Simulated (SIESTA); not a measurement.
Mg6FeB:

```
Fe Mg B
1.0
     3.20845    0.00000    0.00000
     0.00000    4.72440    5.07619
     0.00000   -4.72440    5.07619
Fe Mg B
1 6 1
Direct
  0.00000 0.83840 0.83840
  0.50000 0.08136 0.08136
  0.50000 0.09905 0.65040
  0.50000 0.65040 0.09905
  0.00000 0.34621 0.34621
  0.00000 0.45437 0.79020
  0.00000 0.79020 0.45437
  0.50000 0.74002 0.74002
```

The cell comes from a database or a generator and needn't be the stable form of this composition.

Base run:

| Property | Result |
| --- | --- |
| Program | SIESTA 5.4.2 |
| Functional | PBE |
| Potentials or basis | PseudoDojo 0.4 standard (PBE files) |
| Basis | DZP (energy shift 0.003 Ry; two zetas on semicore shells) |
| Grid cutoff | 800 Ry |
| Energy shift | 0.003 Ry |
| k mesh | 8 × 4 × 4 |
| Occupations | fermi-dirac, width 0.05 eV |
| Spin | collinear spin, ferromagnetic start |
| Starting moments | [3.0, 0.0, 0.0, 0.0, 0.0, 0.0, 0.0, 0.0] μB |

Its results: band gap on the k mesh none (metal or under the smearing width); pressure 1.5 GPa; net moment 0.46 μB per cell; site moments Fe +0.52; Mg -0.02, +0.01, +0.02; B -0.05 μB; largest force 0.237 eV/Å.

Question: The run is repeated on the same cell with these changes: functional from PBE to PBEsol; potentials or basis from PseudoDojo 0.4 standard (PBE files) to PseudoDojo 0.4 standard (PBEsol files). What comes out?

Answer: Band gap on the k mesh none (metal or under the smearing width); pressure 0.0 GPa; net moment 0.18 μB per cell; site moments Fe +0.19; Mg -0.01, -0.00, +0.00, +0.01; B -0.02 μB; largest force 0.368 eV/Å.

Caveats: short orbitals over semicore shells can move pressures by several GPa; the basis of atomic orbitals isn't converged, which shifts pressures, moduli and gaps; the real-space grid breaks translation symmetry, so forces needn't sum to zero (some runs); a cell with one magnetic atom can't hold antiferromagnetic order, which such compounds often take (some runs).
